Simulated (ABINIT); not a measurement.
MoRu:

```
Ru Mo
1.0
     2.77741    0.00000    0.00000
    -1.38871    2.40531    0.00000
     0.00000    0.00000    4.46371
Ru Mo
1 1
Direct
  0.33333 0.66667 0.50000
  0.66667 0.33333 0.00000
```

The cell comes from a database or a generator and needn't be the stable form of this composition.

* Program: ABINIT 10.8.3 (patched build)
* Task: relaxation of cell and atoms
* Functional: PBEsol
* Potentials or basis: JTH PAW PBE v2.0
* Cutoff: 408 eV
* k mesh: 11 × 11 × 6
* Occupations: fermi-dirac, width 0.05 eV
* Spin: no spin polarisation

At the start: pressure -10.7 GPa; volume 14.91 Å³/atom.

Where does the relaxation end?

Over 5 steps the energy falls by 20.1 meV/atom and the volume is 14.35 Å³/atom (-3.8 %); space group P-6m2 (No. 187, to 0.05 Å).

Step by step:
| step | energy change (eV) | largest force (eV/Å) | pressure (GPa) | volume (Å³) |
| --- | --- | --- | --- | --- |
| 1 | 0.0000 | 0.0000 | -10.72 | 29.82 |
| 2 | -0.0390 | 0.0000 | -1.71 | 28.85 |
| 3 | -0.0401 | 0.0000 | 0.15 | 28.68 |
| 4 | -0.0402 | 0.0000 | 0.09 | 28.68 |
| 5 | -0.0402 | 0.0000 | 0.00 | 28.69 |

Final structure:
```
Ru Mo
1.0
     2.74797    0.00000    0.00000
    -1.37399    2.37982    0.00000
     0.00000    0.00000    4.38710
Ru Mo
1 1
Cartesian
  0.0000 1.5865 2.1936
  1.3740 0.7933 0.0000
```

Caveat: the PAW data sets were made with another functional, which shifts forces and pressure a little.
